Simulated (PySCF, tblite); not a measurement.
**C6H10S: a rotation path, then NMR shifts on frames**

Aim: move C6H10S (`CSC1=CCCC1`) away from its starting geometry and see how NMR shifts follow the geometry.

The runs use tblite 0.8.0 and PySCF 2.14.0, with density-fitted response routines of our own; the level of theory stands in each step. All values are computed, except where a source is named. Atoms are numbered from 0 throughout.

**1. The starting structure**

17 atoms, charge 0, multiplicity 1; geometry from: GFN2-xTB.

Bonds of the start (Å): C0–S1 1.81, S1–C2 1.75, C2–C3 1.33, C3–C4 1.50, C4–C5 1.54, C5–C6 1.54, C6–C2 1.50, C0–H7 1.09, C0–H8 1.09, C0–H9 1.09, C3–H10 1.07, C4–H11 1.09, C4–H12 1.09, C5–H13 1.09, C5–H14 1.09, C6–H15 1.09, C6–H16 1.09.

**2. The rotation path with GFN2-xTB**

The job: settings as JSON, then the geometry in Å.

```
{"job": {"kind": "neb", "xc": "GFN2-xTB", "basis": "xTB", "atoms": [6, 2, 1, 0], "turn": 120}, "charge": 0, "multiplicity": 1}
C      2.943765     0.153615    -0.464561
S      1.938665     0.393153     1.027498
C      0.322507     0.088882     0.422832
C     -0.080087    -0.229988    -0.801547
C     -1.568718    -0.418164    -0.853641
C     -2.055347     0.164772     0.483865
C     -0.820743     0.164461     1.397138
H      2.825588    -0.864859    -0.822184
H      3.973729     0.329199    -0.171152
H      2.643235     0.870032    -1.223252
H      0.531298    -0.373386    -1.673873
H     -1.808956    -1.482654    -0.938224
H     -2.015003     0.088380    -1.710884
H     -2.879997    -0.405352     0.907044
H     -2.394658     1.189726     0.331361
H     -0.760911     1.053305     2.025364
H     -0.801366    -0.709094     2.054305
```

Level: GFN2-xTB climbing-image nudged elastic band, gas phase.

On the command line:

```
OMP_NUM_THREADS=1 python probes_run.py task.json out
```

The driver reads the jobs from task.json and runs them one after another.

Output:

```text
image   E - E0 / eV
  0      -0.0000
  1       0.0232
  2       0.0721
  3       0.1150
  4       0.1331
  5       0.1225
  6       0.1019
  7       0.0789
  8       0.0642
```

Wall time 4 s (1 thread of Arm Neoverse V1, shared host); peak memory 0.18 GiB.

The final band, with the dihedral C6–C2–S1–C0:

| image | dihedral (°) | energy (eV) | energy (kcal/mol) |
| --- | --- | --- | --- |
| 0 | 179 | 0.000 | 0.0 |
| 1 | 198 | 0.023 | 0.5 |
| 2 | 218 | 0.072 | 1.7 |
| 3 | 239 | 0.115 | 2.7 |
| 4 | 259 | 0.133 | 3.1 |
| 5 | 279 | 0.122 | 2.8 |
| 6 | 298 | 0.102 | 2.4 |
| 7 | 316 | 0.079 | 1.8 |
| 8 | 337 | 0.064 | 1.5 |

**3. NMR shieldings: image 0, PBE0/pcSseg-1**

The job: settings as JSON, then the geometry in Å.

```
{"job": {"kind": "nmr", "xc": "PBE0", "basis": "pcSseg-1", "pop": false}, "charge": 0, "multiplicity": 1}
C      2.943800     0.153600    -0.464600
S      1.938700     0.393200     1.027500
C      0.322500     0.088900     0.422800
C     -0.080100    -0.230000    -0.801500
C     -1.568700    -0.418200    -0.853600
C     -2.055300     0.164800     0.483900
C     -0.820700     0.164500     1.397100
H      2.825600    -0.864900    -0.822200
H      3.973700     0.329200    -0.171200
H      2.643200     0.870000    -1.223300
H      0.531300    -0.373400    -1.673900
H     -1.809000    -1.482700    -0.938200
H     -2.015000     0.088400    -1.710900
H     -2.880000    -0.405400     0.907000
H     -2.394700     1.189700     0.331400
H     -0.760900     1.053300     2.025400
H     -0.801400    -0.709100     2.054300
```

Level: GIAO PBE0/pcSseg-1 NMR shielding, non-relativistic, gas phase.

Output:

```text
coarse grid: 14344 points
cycle   1  E = -632.2740690262  dE =  8.698e-01  |g| = 3.723e-01  |ddm| = 3.780e+00
cycle   2  E = -632.2637685812  dE =  1.030e-02  |g| = 4.342e-01  |ddm| = 7.712e-01
cycle   3  E = -632.3115393643  dE = -4.777e-02  |g| = 6.733e-02  |ddm| = 4.769e-01
cycle   4  E = -632.3125562572  dE = -1.017e-03  |g| = 3.247e-02  |ddm| = 1.286e-01
cycle   5  E = -632.3128115144  dE = -2.553e-04  |g| = 1.019e-02  |ddm| = 4.091e-02
cycle   6  E = -632.3128346223  dE = -2.311e-05  |g| = 3.128e-03  |ddm| = 1.244e-02
cycle   7  E = -632.3128368162  dE = -2.194e-06  |g| = 6.744e-04  |ddm| = 3.196e-03
final grid: 132720 points
cycle   8  E = -632.3595433520  dE = -3.927e-05  |g| = 1.009e-02  |ddm| = 3.667e-02
cycle   9  E = -632.3595256442  dE =  1.771e-05  |g| = 1.311e-02  |ddm| = 2.094e-02
cycle  10  E = -632.3595688983  dE = -4.325e-05  |g| = 9.802e-04  |ddm| = 1.347e-02
cycle  11  E = -632.3595691279  dE = -2.296e-07  |g| = 3.917e-04  |ddm| = 1.668e-03
cycle  12  E = -632.3595691652  dE = -3.732e-08  |g| = 1.046e-04  |ddm| = 4.238e-04
cycle  13  E = -632.3595691674  dE = -2.201e-09  |g| = 4.205e-05  |ddm| = 1.313e-04
cycle  14  E = -632.3595691678  dE = -4.463e-10  |g| = 6.151e-06  |ddm| = 4.747e-05
converged SCF energy = -632.3595691678

GIAO shielding tensors (ppm)
atom      isotropic    diamagn.    paramagn.     s11        s22        s33       span
  0 C      166.868     251.840     -84.972    156.506    160.166    183.932     27.426
  1 S      499.456    1056.721    -557.265    317.251    463.032    718.084    400.833
  2 C       36.578     262.496    -225.918    -61.829     52.166    119.397    181.226
  3 C       64.564     253.492    -188.928    -26.479     74.054    146.117    172.596
  4 C      149.761     248.039     -98.278    127.075    151.645    170.564     43.489
  5 C      160.076     247.279     -87.204    132.668    172.766    174.794     42.126
  6 C      147.491     245.999     -98.507    119.072    148.980    174.422     55.350
  7 H       29.378      31.056      -1.678     24.719     27.195     36.220     11.502
  8 H       29.580      28.192       1.388     24.491     26.585     37.665     13.174
  9 H       29.397      31.162      -1.765     24.783     27.173     36.234     11.451
 10 H       26.662      34.841      -8.179     23.389     26.103     30.494      7.105
 11 H       29.056      29.857      -0.800     24.682     27.062     35.425     10.743
 12 H       29.176      29.820      -0.644     24.654     27.203     35.670     11.016
 13 H       29.694      29.008       0.686     25.113     27.475     36.493     11.380
 14 H       29.726      29.883      -0.157     24.561     28.101     36.516     11.955
 15 H       29.360      29.949      -0.589     24.351     29.212     34.518     10.167
 16 H       29.085      29.774      -0.690     24.229     28.441     34.585     10.356
```

Wall time 30 s (1 thread of Arm Neoverse V1, shared host); peak memory 0.8 GiB.

The references, computed at this level on geometries of the same kind, shield at (ppm): 1H TMS 31.72, 13C TMS 186.9, 33S CS2 504. Their shielding less the atom's gives the shift. The references are single molecules in the gas phase. Each atom is listed at this fixed geometry, with no averaging over motion; a spectrum would average atoms that exchange fast.

| atoms | environment | σ (ppm) | δ (ppm) |
| --- | --- | --- | --- |
| C2 | fully substituted alkene carbon | 36.6 | 150.3 |
| C3 | alkene CH | 64.6 | 122.4 |
| C6 | allylic sp3 CH2 | 147.5 | 39.4 |
| C4 | allylic sp3 CH2 | 149.8 | 37.2 |
| C5 | sp3 CH2 in a ring | 160.1 | 26.8 |
| C0 | methyl carbon bonded to S | 166.9 | 20.1 |
| H10 | hydrogen on an alkene CH | 26.66 | 5.05 |
| H11 | hydrogen on an allylic sp3 CH2 | 29.06 | 2.66 |
| H16 | hydrogen on an allylic sp3 CH2 | 29.08 | 2.63 |
| H12 | hydrogen on an allylic sp3 CH2 | 29.18 | 2.54 |
| H15 | hydrogen on an allylic sp3 CH2 | 29.36 | 2.36 |
| H7 | hydrogen on a methyl carbon bonded to S | 29.38 | 2.34 |
| H9 | hydrogen on a methyl carbon bonded to S | 29.40 | 2.32 |
| H8 | hydrogen on a methyl carbon bonded to S | 29.58 | 2.14 |
| H13 | hydrogen on an sp3 CH2 in a ring | 29.69 | 2.02 |
| H14 | hydrogen on an sp3 CH2 in a ring | 29.73 | 1.99 |
| S1 | sulfide sulfur | 499 | 4 |

Ring of atoms C2, C3, C4, C5, C6: NICS(0) -2.5, NICS(1) -3.0, NICS(1)zz -2.2 ppm (means of both faces).

The fields below are evaluated on a grid from the run's orbitals.

Frontier orbitals at PBE0/pcSseg-1, with the share of their density that lies nearest to each atom:

| orbital | energy (eV) | lies on |
| --- | --- | --- |
| HOMO | -5.91 | S1 46 %; C3 25 %; C2 11 % |
| LUMO | 0.73 | C2, C3 about 31 % each; H10 9 %; S1 9 % |

ELF in a plane through or near 9 of the atoms.

Ten even steps from '0' (0.00) to '9' (1.00):
```
0000000000000000000000000000
0000000000000000000000000000
0000000000000000000000000000
0000000000000000000000000000
0000000000056100253100000000
0000000000399801687300000000
0000000000399944686200000000
0000001330099459215100000000
0000013563025128577310000000
0001676244016862485676200000
0007999347454642423899500000
0008999787287187785899400000
0004997261747682474365100000
0000010163343047751000000000
0000000179872048851000000000
0000000157751026730000000000
0000000023420002200000000000
0000000000000000000000000000
0000000000000000000000000000
0000000000000000000000000000
```
The map spans 13.1 Å across and 9.4 Å up, centred on the molecule. Atoms in the plane (x, y in Å): C0 (-3.0, 0.0), S1 (-1.8, -1.4), C2 (-0.3, -0.5), C3 (0.0, 0.8), C4 (1.4, 1.2), C5 (2.1, -0.2), C6 (1.0, -1.3), H8 (-4.0, -0.5), H10 (-0.8, 1.6).

On the surface of density 0.002 e/bohr³ the electrostatic potential runs, from the 1st to the 99th percentile, from -0.98 V near S1 to 0.87 V near H8.

**4. NMR shieldings: image 2, PBE0/pcSseg-1**

The job: settings as JSON, then the geometry in Å.

```
{"job": {"kind": "nmr", "xc": "PBE0", "basis": "pcSseg-1", "pop": false}, "charge": 0, "multiplicity": 1}
C      2.890700     0.380700    -0.435500
S      1.998300    -0.224800     1.028700
C      0.338200    -0.247000     0.435100
C     -0.111400    -0.612300    -0.758100
C     -1.606200    -0.506600    -0.836000
C     -1.975000     0.302400     0.419400
C     -0.772900     0.155600     1.364100
H      2.790100    -0.317000    -1.259800
H      3.932200     0.463500    -0.142100
H      2.497900     1.356500    -0.704600
H      0.471000    -0.975200    -1.586400
H     -2.047800    -1.507700    -0.813200
H     -1.940800    -0.021500    -1.754500
H     -2.900600    -0.040100     0.877300
H     -2.097300     1.351800     0.148700
H     -0.541400     1.079200     1.895200
H     -0.931900    -0.625400     2.111700
```

Level: GIAO PBE0/pcSseg-1 NMR shielding, non-relativistic, gas phase.

Output:

```text
coarse grid: 14344 points
cycle   1  E = -632.2721931725  dE =  8.583e-01  |g| = 3.638e-01  |ddm| = 3.762e+00
cycle   2  E = -632.2666140678  dE =  5.579e-03  |g| = 4.069e-01  |ddm| = 7.408e-01
cycle   3  E = -632.3083789232  dE = -4.176e-02  |g| = 6.170e-02  |ddm| = 4.346e-01
cycle   4  E = -632.3092082178  dE = -8.293e-04  |g| = 3.013e-02  |ddm| = 1.176e-01
cycle   5  E = -632.3094238597  dE = -2.156e-04  |g| = 1.026e-02  |ddm| = 3.902e-02
cycle   6  E = -632.3094476981  dE = -2.384e-05  |g| = 3.067e-03  |ddm| = 1.245e-02
cycle   7  E = -632.3094497686  dE = -2.070e-06  |g| = 6.465e-04  |ddm| = 3.269e-03
final grid: 132720 points
cycle   8  E = -632.3551946611  dE = -3.127e-05  |g| = 9.803e-03  |ddm| = 3.527e-02
cycle   9  E = -632.3551779880  dE =  1.667e-05  |g| = 1.274e-02  |ddm| = 2.068e-02
cycle  10  E = -632.3552188713  dE = -4.088e-05  |g| = 7.012e-04  |ddm| = 1.306e-02
cycle  11  E = -632.3552189811  dE = -1.098e-07  |g| = 3.167e-04  |ddm| = 1.275e-03
cycle  12  E = -632.3552190058  dE = -2.469e-08  |g| = 8.335e-05  |ddm| = 3.513e-04
cycle  13  E = -632.3552190072  dE = -1.376e-09  |g| = 3.619e-05  |ddm| = 1.072e-04
cycle  14  E = -632.3552190075  dE = -3.176e-10  |g| = 5.652e-06  |ddm| = 3.999e-05
converged SCF energy = -632.3552190075

GIAO shielding tensors (ppm)
atom      isotropic    diamagn.    paramagn.     s11        s22        s33       span
  0 C      163.624     250.740     -87.115    143.618    161.806    185.450     41.832
  1 S      532.763    1056.437    -523.674    357.515    482.834    757.941    400.426
  2 C       35.756     262.118    -226.362    -63.968     51.735    119.500    183.468
  3 C       53.137     253.845    -200.708    -53.171     64.769    147.813    200.985
  4 C      149.243     248.542     -99.299    126.011    151.821    169.895     43.885
  5 C      159.948     247.341     -87.393    132.653    171.963    175.229     42.576
  6 C      144.570     246.168    -101.597    113.287    147.041    173.383     60.096
  7 H       29.159      30.896      -1.737     24.046     27.784     35.647     11.601
  8 H       29.770      28.296       1.474     24.807     26.530     37.973     13.166
  9 H       29.395      30.726      -1.331     24.338     27.810     36.037     11.698
 10 H       26.047      34.007      -7.960     22.981     25.070     30.090      7.109
 11 H       29.036      29.611      -0.576     24.867     26.881     35.359     10.492
 12 H       29.159      29.978      -0.819     24.862     27.104     35.511     10.648
 13 H       29.724      29.063       0.661     25.179     27.482     36.511     11.333
 14 H       29.760      30.252      -0.492     24.800     28.159     36.321     11.520
 15 H       29.346      30.224      -0.879     24.854     28.984     34.199      9.345
 16 H       29.053      29.747      -0.694     24.454     28.426     34.280      9.826
```

It took 23 s on 1 thread of Arm Neoverse V1, shared host; peak memory 0.82 GiB.

In short: δ C2 151.2, C3 133.8, C6 42.4, C4 37.7, H10 5.67, H11 2.68 ppm.

[end of part 1 of 2]
